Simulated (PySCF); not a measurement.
**C₃H₆F₃Si−: a tour of settings**

Aim: see how C₃H₆F₃Si− (`FC(F)(F)CC[SiH2-]`) answers to the choice of functional, basis, grid and SCF options.

Computed with PySCF 2.14.0, with density-fitted response routines of our own, on a single molecule in the gas phase. Atoms count from 0, in the outputs and in this text.

### 1 The starting structure

13 atoms, charge -1, multiplicity 1; geometry from: GFN2-xTB.

Bonds of the start (Å): F0–C1 1.35, C1–F2 1.35, C1–F3 1.37, C1–C4 1.50, C4–C5 1.52, C5–Si6 1.91, C4–H7 1.09, C4–H8 1.09, C5–H9 1.09, C5–H10 1.09, Si6–H11 1.48, Si6–H12 1.48.

### 2 NMR shieldings: OPBE/aug-cc-pVDZ

Job settings and geometry (Å):

```
{"job": {"kind": "nmr", "xc": "OPBE", "basis": "aug-cc-pVDZ", "pop": false, "scf": {"conv": 1e-07}, "grid": 1}, "charge": -1, "multiplicity": 1}
F     -2.347296    -0.709935     0.385912
C     -1.688561     0.352879    -0.118335
F     -1.951060     1.375613     0.720010
F     -2.377939     0.666725    -1.260571
C     -0.222551     0.112560    -0.356273
C      0.552906    -0.234402     0.902606
Si     2.406118    -0.527132     0.530642
H     -0.144308    -0.701536    -1.082178
H      0.182715     1.022144    -0.808250
H      0.122382    -1.130461     1.357750
H      0.446061     0.576408     1.628242
H      2.718917     0.708483    -0.224281
H      2.298230    -1.510858    -0.571594
```

Method: GIAO OPBE/aug-cc-pVDZ NMR shielding, non-relativistic, gas phase.

Launch:

```
$ OMP_NUM_THREADS=1 python probes_run.py task.json out
```

The driver reads the jobs from task.json and runs them one after another.

Output:

```text
final grid: 52688 points
cycle   1  E = -706.5873338661  dE =  7.159e-01  |g| = 9.093e-01  |ddm| = 7.953e+00
cycle   2  E = -705.5912554860  dE =  9.961e-01  |g| = 1.779e+00  |ddm| = 1.383e+02
cycle   3  E = -706.7273170975  dE = -1.136e+00  |g| = 3.309e-01  |ddm| = 1.384e+02
cycle   4  E = -706.7727024790  dE = -4.539e-02  |g| = 6.624e-02  |ddm| = 1.330e+00
cycle   5  E = -706.7745229800  dE = -1.821e-03  |g| = 4.907e-02  |ddm| = 1.586e+00
cycle   6  E = -706.7749146800  dE = -3.917e-04  |g| = 2.260e-02  |ddm| = 1.484e-01
cycle   7  E = -706.7750236080  dE = -1.089e-04  |g| = 4.434e-03  |ddm| = 9.697e-02
cycle   8  E = -706.7750280087  dE = -4.401e-06  |g| = 1.804e-03  |ddm| = 4.252e-02
cycle   9  E = -706.7750289668  dE = -9.581e-07  |g| = 4.722e-04  |ddm| = 1.792e-02
cycle  10  E = -706.7750290166  dE = -4.980e-08  |g| = 1.474e-04  |ddm| = 1.842e-03
converged SCF energy = -706.7750290166

GIAO shielding tensors (ppm)
atom      isotropic    diamagn.    paramagn.     s11        s22        s33       span
  0 F      262.560     473.846    -211.286    175.725    264.658    347.298    171.573
  1 C       67.226     233.467    -166.242     65.445     65.843     70.390      4.946
  2 F      262.537     473.960    -211.423    175.700    264.719    347.192    171.492
  3 F      248.383     481.555    -233.171    157.376    231.510    356.265    198.889
  4 C      147.349     223.591     -76.242    114.896    144.635    182.517     67.622
  5 C      180.229     220.861     -40.632    172.699    175.245    192.742     20.043
  6 Si     483.611     886.055    -402.444    362.062    474.901    613.870    251.808
  7 H       29.196      28.150       1.046     25.112     31.194     31.282      6.170
  8 H       29.197      28.150       1.046     25.109     31.198     31.283      6.174
  9 H       30.959      28.258       2.701     25.939     31.617     35.320      9.381
 10 H       30.955      28.287       2.668     25.923     31.626     35.318      9.395
 11 H       28.316      30.267      -1.950     24.742     28.227     31.980      7.238
 12 H       28.317      30.258      -1.940     24.746     28.222     31.985      7.239
```

Run time: 56 s. Hardware: 1 thread of Intel Xeon at 2.70GHz, shared host; peak memory 0.71 GiB.

The references, computed at this level on geometries of the same kind, shield at (ppm): 1H TMS 31.79, 13C TMS 197.2, 29Si TMS 405.2, 19F CFCl3 167.4. Their shielding less the atom's gives the shift. The references are single molecules in the gas phase, so shifts against H2O, NH3, PH3, H3PO4 or CFCl3 are not on the usual liquid scales and can be off by tens of ppm. Atoms listed in one row are averaged.

| atoms | environment | σ (ppm) | δ (ppm) |
| --- | --- | --- | --- |
| C1 | CF3 carbon | 67.2 | 129.9 |
| C4 | sp3 CH2 | 147.3 | 49.8 |
| C5 | sp3 CH2 bonded to Si | 180.2 | 16.9 |
| H11, H12 | hydrogen on a silicon bonded to C | 28.32 | 3.48 |
| H7, H8 | hydrogen on an sp3 CH2 | 29.20 | 2.60 |
| H9, H10 | hydrogen on an sp3 CH2 bonded to Si | 30.96 | 0.84 |
| F0, F2, F3 | fluorine of a CF3 group | 257.8 | -90.5 |
| Si6 | silicon bonded to C, 2 H | 483.6 | -78.4 |

Orbitals, density, ELF and potential are computed afterwards from the orbital file.

Frontier orbitals at OPBE/aug-cc-pVDZ, with the share of their density that lies nearest to each atom:

| orbital | energy (eV) | lies on |
| --- | --- | --- |
| HOMO | 1.05 | Si6 67 %; H11, H12 about 11 % each |
| LUMO | 2.33 | F3 22 %; F0, F2 about 16 % each; H7, H8 about 12 % each |

ELF in a plane through or near 5 of the atoms.

Values, 10 rows by 14 columns:
```
0.00 0.00 0.00 0.00 0.00 0.00 0.00 0.00 0.00 0.00 0.00 0.00 0.00 0.00
0.00 0.05 0.31 0.34 0.05 0.00 0.01 0.01 0.00 0.00 0.00 0.00 0.00 0.00
0.10 0.74 0.97 0.93 0.32 0.03 0.14 0.10 0.02 0.00 0.00 0.00 0.00 0.00
0.40 0.95 1.00 0.98 0.65 0.37 0.63 0.41 0.01 0.01 0.01 0.00 0.00 0.00
0.46 0.93 0.96 0.25 0.23 0.93 0.35 0.62 0.21 0.32 0.12 0.01 0.00 0.00
0.11 0.43 0.47 0.12 0.10 0.52 0.69 0.43 0.92 0.64 0.35 0.15 0.02 0.00
0.00 0.02 0.08 0.30 0.35 0.07 0.37 0.68 0.32 0.34 0.48 0.81 0.21 0.00
0.00 0.00 0.02 0.08 0.14 0.03 0.05 0.13 0.02 0.34 0.75 0.40 0.04 0.00
0.00 0.00 0.00 0.02 0.03 0.01 0.01 0.01 0.00 0.02 0.11 0.02 0.00 0.00
0.00 0.00 0.00 0.00 0.00 0.00 0.00 0.00 0.00 0.00 0.00 0.00 0.00 0.00
```
The map spans 10.3 Å across and 8.0 Å up, centred on the molecule. Atoms in the plane (x, y in Å): C1 (1.7, -0.1), F3 (2.5, -1.2), C4 (0.3, -0.4), C5 (-0.6, 0.8), Si6 (-2.5, 0.3).

On the surface of density 0.002 e/bohr³ the electrostatic potential runs, from the 1st to the 99th percentile, from -5.93 V near Si6 to -2.57 V near H7.

### 3 Ultraviolet spectrum: HSE06/def2-SVPD

Same as in step 2 but for these lines:

```diff
@@ -1,2 +1,2 @@
-{"job": {"kind": "nmr", "xc": "OPBE", "basis": "aug-cc-pVDZ", "pop": false, "scf": {"conv": 1e-07}, "grid": 1}, "charge": -1, "multiplicity": 1}
+{"job": {"kind": "uv", "xc": "HSE06", "basis": "def2-SVPD", "nstates": 3, "ntriplets": 5, "tda": false, "scf": {"damp": 0.3}}, "charge": -1, "multiplicity": 1}
 F     -2.347296    -0.709935     0.385912
```

Level: TDDFT HSE06/def2-SVPD, vertical, gas phase, core orbitals frozen in the response.

Output:

```text
damping 0.30 in the first 6 cycles
final grid: 112600 points
cycle   1  E = -705.9304062042  dE =  7.065e-01  |g| = 8.758e-01  |ddm| = 4.302e+00
cycle   2  E = -706.0226263451  dE = -9.222e-02  |g| = 6.218e-01  |ddm| = 5.191e+00
cycle   3  E = -706.0575022754  dE = -3.488e-02  |g| = 4.453e-01  |ddm| = 1.948e+00
cycle   4  E = -706.0747858613  dE = -1.728e-02  |g| = 3.286e-01  |ddm| = 1.729e+00
cycle   5  E = -706.0838182877  dE = -9.032e-03  |g| = 2.405e-01  |ddm| = 9.664e-01
cycle   6  E = -706.0708392256  dE =  1.298e-02  |g| = 3.627e-01  |ddm| = 1.043e+00
cycle   7  E = -706.0449326155  dE =  2.591e-02  |g| = 5.242e-01  |ddm| = 1.418e+00
cycle   8  E = -706.0942282271  dE = -4.930e-02  |g| = 7.359e-03  |ddm| = 8.077e-01
cycle   9  E = -706.0942368742  dE = -8.647e-06  |g| = 4.063e-03  |ddm| = 1.795e-02
cycle  10  E = -706.0942403628  dE = -3.489e-06  |g| = 7.385e-04  |ddm| = 7.531e-03
cycle  11  E = -706.0942404387  dE = -7.588e-08  |g| = 1.841e-04  |ddm| = 1.344e-03
cycle  12  E = -706.0942405016  dE = -6.286e-08  |g| = 4.058e-05  |ddm| = 3.801e-04
cycle  13  E = -706.0942405020  dE = -3.906e-10  |g| = 8.406e-06  |ddm| = 1.188e-04
converged SCF energy = -706.0942405020

Static polarisability (au): isotropic 98.252, principal 83.122 90.273 121.362

Singlet excitations
state   eV       nm        f      main configurations
  1   2.7424    452.1   0.02095   H->L 0.97
  2   3.4654    357.8   0.03451   H->L+1 0.88, H->L+2 0.08
  3   3.5939    345.0   0.07855   H->L+2 0.87, H->L+1 0.08

Triplet excitations (Tamm-Dancoff, eV): 2.6218 3.1603 3.3373 3.7386 3.7509
```

It took 85 s on 1 thread of Intel Xeon at 2.70GHz, shared host; peak memory 0.9 GiB.

The orbitals next to the gap, with their largest atomic shares:

| orbital | eV | atoms |
| --- | --- | --- |
| HOMO−3 | -5.70 | C5 32 %, C4 20 %, H10 13 % |
| HOMO−2 | -3.27 | Si6 39 %, H11 26 %, H12 25 % |
| HOMO−1 | -3.24 | C5 37 %, Si6 28 %, H12 9 % |
| HOMO | 0.72 | Si6 65 %, H12 10 %, H11 10 % |
| LUMO | 3.62 | C1 21 %, F3 14 %, F0 13 % |
| LUMO+1 | 4.42 | F3 23 %, Si6 19 %, C5 10 % |
| LUMO+2 | 4.58 | Si6 23 %, F2 12 %, F0 12 % |

With each of the 3 states as a Gaussian band of 0.4 eV half-width at 1/e, the curve within the window shown has maxima at 349 nm (ε 4,500) L/(mol cm). Beyond the last state computed it falls off for lack of states. The curve at chosen wavelengths:

```
 nm  ε (L/mol/cm)
318          2256
328          3357
339          4238
349          4493
360          4176
370          3541
380          2811
391          2099
401          1622
412          1291
422          1125
432          1036
443           978
453           929
464           863
474           787
484           700
495           598
505           506
516           411
526           333
536           266
547           204
557           159
568           119
578            90
```

Leading natural transition orbitals of singlet state 3: the hole lies on Si6 67 %; H11, H12 about 11 % each; the particle on H11, H12 about 15 % each; 4 H atoms about 9 % each; F0, F2 about 9 % each.

Leading natural transition orbitals of singlet state 1: the hole lies on Si6 67 %; H11, H12 about 11 % each; the particle on F0, F2, F3 about 17 % each; H7, H8 about 10 % each; H9, H10 about 8 % each.

Further results of this job:

| property | computed |
| --- | --- |
| polarisability (Å³) | 14.56 |
| HOMO–LUMO gap (eV) | 2.90 |
| −ε(HOMO) (eV) | -0.72 |

### 4 NMR shieldings: WP04/pcSseg-1

Same as in step 3 but for these lines:

```diff
@@ -1,2 +1,2 @@
-{"job": {"kind": "uv", "xc": "HSE06", "basis": "def2-SVPD", "nstates": 3, "ntriplets": 5, "tda": false, "scf": {"damp": 0.3}}, "charge": -1, "multiplicity": 1}
+{"job": {"kind": "nmr", "xc": "WP04", "basis": "pcSseg-1", "pop": false, "scf": {"guess": "atom"}}, "charge": -1, "multiplicity": 1}
 F     -2.347296    -0.709935     0.385912
```

Method: GIAO WP04/pcSseg-1 NMR shielding, non-relativistic, gas phase.

Output:

```text
final grid: 112600 points
cycle   1  E = -717.6838779721  dE =  1.394e+00  |g| = 1.650e+00  |ddm| = 3.444e+00
cycle   2  E = -717.1700151863  dE =  5.139e-01  |g| = 2.189e+00  |ddm| = 3.466e+00
cycle   3  E = -718.2082733215  dE = -1.038e+00  |g| = 2.384e-01  |ddm| = 2.406e+00
cycle   4  E = -718.2207190345  dE = -1.245e-02  |g| = 8.532e-02  |ddm| = 3.619e-01
cycle   5  E = -718.2221080932  dE = -1.389e-03  |g| = 2.998e-02  |ddm| = 9.678e-02
cycle   6  E = -718.2222709510  dE = -1.629e-04  |g| = 6.723e-03  |ddm| = 2.959e-02
cycle   7  E = -718.2222772075  dE = -6.257e-06  |g| = 1.969e-03  |ddm| = 6.036e-03
cycle   8  E = -718.2222779205  dE = -7.130e-07  |g| = 5.084e-04  |ddm| = 2.037e-03
cycle   9  E = -718.2222779742  dE = -5.368e-08  |g| = 1.074e-04  |ddm| = 5.938e-04
cycle  10  E = -718.2222779765  dE = -2.313e-09  |g| = 3.909e-05  |ddm| = 1.730e-04
cycle  11  E = -718.2222779768  dE = -2.385e-10  |g| = 1.426e-05  |ddm| = 5.655e-05
converged SCF energy = -718.2222779768

GIAO shielding tensors (ppm)
atom      isotropic    diamagn.    paramagn.     s11        s22        s33       span
  0 F      262.492     477.327    -214.835    164.852    262.731    359.893    195.041
  1 C       33.212     245.728    -212.516     26.151     27.217     46.267     20.116
  2 F      262.496     477.261    -214.764    164.852    262.816    359.821    194.969
  3 F      248.418     476.664    -228.246    145.877    232.636    366.742    220.866
  4 C      122.510     251.919    -129.409     90.175    119.481    157.874     67.698
  5 C      160.194     249.726     -89.533    152.206    160.014    168.362     16.156
  6 Si     401.974     879.837    -477.863    289.363    417.510    499.050    209.687
  7 H       29.518      32.542      -3.024     25.118     31.372     32.066      6.948
  8 H       29.520      32.502      -2.983     25.117     31.375     32.067      6.950
  9 H       31.707      32.063      -0.356     27.151     32.126     35.844      8.693
 10 H       31.706      32.034      -0.328     27.138     32.132     35.847      8.709
 11 H       29.684      31.443      -1.759     26.285     29.732     33.034      6.749
 12 H       29.683      31.448      -1.764     26.288     29.727     33.035      6.748
```

It took 33 s on 1 thread of Intel Xeon at 2.70GHz, shared host; peak memory 0.81 GiB.

In short: δ C1 141.9, C4 52.6, C5 14.9, F0 -87.5, H7 2.48, H11 2.31 ppm (means over like atoms).

### 5 Shielding tensors: PBE0/pcSseg-1

Same as in step 4 but for these lines:

```diff
@@ -1,2 +1,2 @@
-{"job": {"kind": "nmr", "xc": "WP04", "basis": "pcSseg-1", "pop": false, "scf": {"guess": "atom"}}, "charge": -1, "multiplicity": 1}
+{"job": {"kind": "nmr", "xc": "PBE0", "basis": "pcSseg-1", "pop": true}, "charge": -1, "multiplicity": 1}
 F     -2.347296    -0.709935     0.385912
```

Level: GIAO PBE0/pcSseg-1 NMR shielding, non-relativistic, gas phase.

Output:

```text
coarse grid: 11864 points
cycle   1  E = -706.1449363195  dE =  7.587e-01  |g| = 9.233e-01  |ddm| = 3.129e+00
cycle   2  E = -706.0147979333  dE =  1.301e-01  |g| = 1.334e+00  |ddm| = 1.605e+00
cycle   3  E = -706.3109455554  dE = -2.961e-01  |g| = 6.378e-02  |ddm| = 7.943e-01
cycle   4  E = -706.3117772283  dE = -8.317e-04  |g| = 3.884e-02  |ddm| = 1.366e-01
cycle   5  E = -706.3121038845  dE = -3.267e-04  |g| = 7.810e-03  |ddm| = 4.597e-02
cycle   6  E = -706.3121198716  dE = -1.599e-05  |g| = 2.645e-03  |ddm| = 1.456e-02
cycle   7  E = -706.3121213490  dE = -1.477e-06  |g| = 4.436e-04  |ddm| = 3.369e-03
final grid: 112600 points
cycle   8  E = -706.3729848952  dE = -4.471e-05  |g| = 7.635e-03  |ddm| = 3.421e-02
cycle   9  E = -706.3729741677  dE =  1.073e-05  |g| = 1.078e-02  |ddm| = 1.607e-02
cycle  10  E = -706.3729974629  dE = -2.330e-05  |g| = 4.919e-04  |ddm| = 9.046e-03
cycle  11  E = -706.3729974960  dE = -3.310e-08  |g| = 2.282e-04  |ddm| = 6.142e-04
cycle  12  E = -706.3729975043  dE = -8.314e-09  |g| = 6.306e-05  |ddm| = 2.239e-04
cycle  13  E = -706.3729975050  dE = -7.190e-10  |g| = 1.553e-05  |ddm| = 7.251e-05
converged SCF energy = -706.3729975050

GIAO shielding tensors (ppm)
atom      isotropic    diamagn.    paramagn.     s11        s22        s33       span
  0 F      265.086     474.535    -209.450    171.028    270.543    353.686    182.658
  1 C       50.666     243.765    -193.098     45.001     45.208     61.790     16.788
  2 F      265.081     474.476    -209.395    171.016    270.614    353.614    182.598
  3 F      249.160     473.966    -224.805    150.963    238.308    358.211    207.248
  4 C      133.510     250.724    -117.213     99.789    129.320    171.421     71.632
  5 C      175.180     248.081     -72.901    166.557    177.243    181.740     15.182
  6 Si     432.520     877.608    -445.087    318.305    435.967    543.289    224.984
  7 H       29.292      31.654      -2.363     24.755     31.169     31.951      7.196
  8 H       29.293      31.636      -2.343     24.754     31.171     31.953      7.200
  9 H       31.370      31.273       0.097     26.161     31.699     36.249     10.088
 10 H       31.368      31.262       0.106     26.147     31.706     36.252     10.105
 11 H       28.733      30.383      -1.650     25.211     28.579     32.409      7.197
 12 H       28.732      30.379      -1.647     25.212     28.574     32.410      7.198
```

It took 40 s on 1 thread of Intel Xeon at 2.70GHz, shared host; peak memory 0.83 GiB.

This run: δ C1 136.3, C4 53.4, C5 11.7, F0 -88.8, H11 2.98, H7 2.42 ppm (means over like atoms).

### 6 Shielding tensors: PBE0/pcSseg-1

Same as in step 5 but for these lines:

```diff
@@ -1,2 +1,2 @@
-{"job": {"kind": "nmr", "xc": "PBE0", "basis": "pcSseg-1", "pop": true}, "charge": -1, "multiplicity": 1}
+{"job": {"kind": "nmr", "xc": "PBE0", "basis": "pcSseg-1", "pop": true, "scf": {"damp": 0.3}}, "charge": -1, "multiplicity": 1}
 F     -2.347296    -0.709935     0.385912
```

Method: GIAO PBE0/pcSseg-1 NMR shielding, non-relativistic, gas phase.

Output:

```text
damping 0.30 in the first 6 cycles
final grid: 112600 points
cycle   1  E = -706.2058098799  dE =  7.624e-01  |g| = 9.246e-01  |ddm| = 3.129e+00
cycle   2  E = -706.3091271274  dE = -1.033e-01  |g| = 6.248e-01  |ddm| = 1.091e+00
cycle   3  E = -706.3446720317  dE = -3.554e-02  |g| = 4.167e-01  |ddm| = 5.646e-01
cycle   4  E = -706.3601888190  dE = -1.552e-02  |g| = 2.860e-01  |ddm| = 3.650e-01
cycle   5  E = -706.3670865263  dE = -6.898e-03  |g| = 1.949e-01  |ddm| = 2.432e-01
cycle   6  E = -706.3611047704  dE =  5.982e-03  |g| = 2.781e-01  |ddm| = 2.356e-01
cycle   7  E = -706.3501752882  dE =  1.093e-02  |g| = 3.859e-01  |ddm| = 3.285e-01
cycle   8  E = -706.3729900956  dE = -2.281e-02  |g| = 5.674e-03  |ddm| = 1.892e-01
cycle   9  E = -706.3729959809  dE = -5.885e-06  |g| = 2.467e-03  |ddm| = 7.507e-03
cycle  10  E = -706.3729974533  dE = -1.472e-06  |g| = 4.646e-04  |ddm| = 2.902e-03
cycle  11  E = -706.3729975033  dE = -5.001e-08  |g| = 9.119e-05  |ddm| = 5.438e-04
cycle  12  E = -706.3729975049  dE = -1.630e-09  |g| = 2.879e-05  |ddm| = 1.034e-04
cycle  13  E = -706.3729975051  dE = -1.419e-10  |g| = 6.722e-06  |ddm| = 2.773e-05
converged SCF energy = -706.3729975051

GIAO shielding tensors (ppm)
atom      isotropic    diamagn.    paramagn.     s11        s22        s33       span
  0 F      265.086     474.535    -209.449    171.029    270.543    353.685    182.657
  1 C       50.666     243.764    -193.098     45.001     45.207     61.790     16.789
  2 F      265.081     474.476    -209.395    171.016    270.614    353.613    182.597
  3 F      249.162     473.966    -224.804    150.965    238.309    358.212    207.247
  4 C      133.511     250.723    -117.212     99.791    129.321    171.422     71.632
  5 C      175.180     248.081     -72.901    166.557    177.244    181.740     15.183
  6 Si     432.521     877.608    -445.086    318.306    435.968    543.291    224.985
  7 H       29.292      31.654      -2.363     24.755     31.169     31.951      7.196
  8 H       29.293      31.636      -2.344     24.754     31.171     31.954      7.200
  9 H       31.370      31.273       0.097     26.161     31.699     36.249     10.088
 10 H       31.368      31.262       0.106     26.146     31.706     36.252     10.105
 11 H       28.733      30.383      -1.650     25.211     28.579     32.409      7.197
 12 H       28.732      30.379      -1.647     25.212     28.574     32.410      7.198
```

Run time: 41 s. Hardware: 1 thread of Intel Xeon at 2.70GHz, shared host; peak memory 0.83 GiB.

Key values: δ C1 136.3, C4 53.4, C5 11.7, F0 -88.8, H11 2.98, H7 2.42 ppm (means over like atoms).

### 7 Outcome

| quantity | value |
| --- | --- |
| 13C shifts against TMS (OPBE/aug-cc-pVDZ) | 129.9, 49.8, 16.9 ppm |
| 1H shifts against TMS (OPBE/aug-cc-pVDZ, means over atoms taken as alike) | 3.48, 2.60, 0.84 ppm |
| 19F shifts against CFCl3 (OPBE/aug-cc-pVDZ, means over atoms taken as alike) | -90.5 ppm |
| 29Si shifts against TMS (OPBE/aug-cc-pVDZ) | -78.4 ppm |
| lowest singlet (HSE06/def2-SVPD) | 2.74 eV (452 nm), f = 0.021 |
| brightest single state of those computed | state 3, 3.59 eV, f = 0.079 |
| lowest triplet | 2.62 eV |

What this shows: Single values in the summary come from the first run of each kind that ended normally (OPBE/aug-cc-pVDZ; HSE06/def2-SVPD), which need not be the best level. At OPBE/aug-cc-pVDZ: Shielding is most anisotropic at Si6 (span 252 ppm, paramagnetic term -402 ppm). The first singlet state (HOMO→LUMO 0.97) lies at 2.74 eV and is weak; of the 3 states computed, the strongest absorption comes from state 3 at 3.59 eV (the last computed, so partners may be missing). State 1 absorbs in the visible (452 nm). The lowest triplet lies 0.12 eV below the lowest singlet (triplets in Tamm-Dancoff, singlets in full TDDFT). The lowest singlet lies above −ε(HOMO); no detachment energy was computed, so the anion's states may not be bound. At OPBE/aug-cc-pVDZ the HOMO lies above zero (+1.05 eV), as often for anions in the gas phase: self-interaction error lifts it, or the electron is held by the finite basis alone; counter-ions and solvent are missing.
